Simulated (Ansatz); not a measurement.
**[SnH3]− (SMILES [H][Sn-]([H])[H]): revPBE/STO-3G**

Aim: the energy change on altering one bond length of [SnH3]− at revPBE/STO-3G, from 2 runs. 

The results are computed with Ansatz 0.2.0.

1 further run of the same task is left out (set aside as unsound or not needed).

### 1 The system as given

[SnH3]− has 4 atoms, charge -1, and is taken as a singlet. As SMILES, `[H][Sn-]([H])[H]`. Geometry: a GFN2-xTB relaxation, a rough one for these elements and not checked as a minimum.

Bond lengths: Sn1–H2 1.948 Å, Sn1–H3 1.948 Å, Sn1–H4 1.949 Å. Angles: H2–Sn1–H3 93.3°, H2–Sn1–H4 93.4°, H3–Sn1–H4 93.5°.

### 2 A single-point energy at revPBE/STO-3G

Input file in.yaml:

```yaml
crystal:
  periodic: [false, false, false]
  atoms:
    - {symbol: Sn, position_ang: [-0.006380, 0.005730, 0.791670]}
    - {symbol: H, position_ang: [1.637790, -0.033600, -0.251650]}
    - {symbol: H, position_ang: [-0.786860, 1.432510, -0.280410]}
    - {symbol: H, position_ang: [-0.844540, -1.404640, -0.259610]}
basis:
  gaussian:
    orbitals: STO-3G
total_charge: -1
hamiltonian:
  xc: {name: revPBE}
accuracy: high
```

Started as:

```console
$ ansatz run in.yaml --threads 1 --pin off --max-ram 2610MiB --events-out events.jsonl --progress --plain --runs-dir runs
```

What it wrote:

```text
Warning: RAYON_NUM_THREADS=1 ignored (pool sized by the plan → 1); use --threads N
Functional definition: revPBE
  name "revPBE"
  parameter kappa = 1.245
  parameter beta = 0.06672455060314922
  exchange = pbe_x(kappa = kappa, mu = beta*pi^2/3)
  correlation = pbe_c(beta = beta)
519 factors; integrals over basis functions are off by at most 4.0e-9 eV
mean field evaluation 1: about -162358.4700 eV, gradient 8.9e0 eV
mean field evaluation 2: about -162358.2779 eV, gradient 1.1e1 eV
mean field evaluation 4: about -162358.8896 eV, gradient 2.2e-2 eV
mean field evaluation 8: about -162358.8156 eV, gradient 1.8e-3 eV
mean field -162358.81562950 eV, -5966.5764236261 hartree, gradient 2.7e-8 eV, S^2 0.000000; 0 other end points of the search recorded, 0 dependent functions left out
reference -162358.81563162 eV, -5966.5764237040 hartree; 27, 27 occupied and 3, 3 virtual orbitals, 519 factors
Total energy: -162358.81563162 eV, -5966.5764237040 hartree
```

Run time: 0.58 s. Hardware: 1 thread of AMD EPYC 9R45 (Zen 5), shared host.

### 3 The distorted shape, same level

Input file job.yaml:

```yaml
crystal:
  periodic: [false, false, false]
  atoms:
    - {symbol: Sn, position_ang: [0.203166, 0.358332, 1.054497]}
    - {symbol: H, position_ang: [1.847336, 0.319002, 0.011177]}
    - {symbol: H, position_ang: [-0.577314, 1.785112, -0.017583]}
    - {symbol: H, position_ang: [-0.844540, -1.404640, -0.259610]}
basis:
  gaussian:
    orbitals: STO-3G
total_charge: -1
magnetization:
  spin_polarized: false
hamiltonian:
  xc: {name: revPBE}
accuracy: high
```

Started as:

```console
$ ansatz run job.yaml --threads 1 --pin off --max-ram 2610MiB --events-out events.jsonl --progress --plain --runs-dir runs
```

What it wrote (excerpt; [...] marks lines left out):

```text
Warning: RAYON_NUM_THREADS=1 ignored (pool sized by the plan → 1); use --threads N
[... 6 set-up lines as earlier in the session ...]
518 factors; integrals over basis functions are off by at most 4.0e-9 eV
mean field evaluation 1: about -162355.9979 eV, gradient 1.4e1 eV
mean field evaluation 2: about -162350.1062 eV, gradient 3.1e1 eV
mean field evaluation 4: about -162357.4816 eV, gradient 9.6e-1 eV
mean field evaluation 8: about -162357.4110 eV, gradient 1.3e-2 eV
mean field evaluation 16: about -162357.4110 eV, gradient 6.0e-8 eV
mean field -162357.41095644 eV, -5966.5248028435 hartree, gradient 6.0e-8 eV, S^2 0.000000; 0 other end points of the search recorded, 0 dependent functions left out
reference -162357.41095865 eV, -5966.5248029245 hartree; 27, 27 occupied and 3, 3 virtual orbitals, 518 factors
Total energy: -162357.41095865 eV, -5966.5248029245 hartree
```

Wall time 0.6 s (1 thread of AMD EPYC 9R45 (Zen 5), shared host).

### 4 Results

At revPBE/STO-3G:

| quantity | value |
| --- | --- |
| first shape: total energy | -5966.57642 Eh |
| distorted shape: total energy | -5966.52480 Eh |
| energy change with the Sn1–H4 bond stretched from 1.949 to 2.436 Å | 1.405 eV |

What this shows: With the Sn1–H4 bond stretched from 1.949 to 2.436 Å the energy rises by 1.40 eV (32 kcal/mol). The first shape isn't relaxed at this level, so the change isn't measured from a minimum. The minimal basis adds a large error of its own. Relativity is left out (first shape) although the molecule holds a heavy atom. Relativity is left out (distorted shape) although the molecule holds a heavy atom.
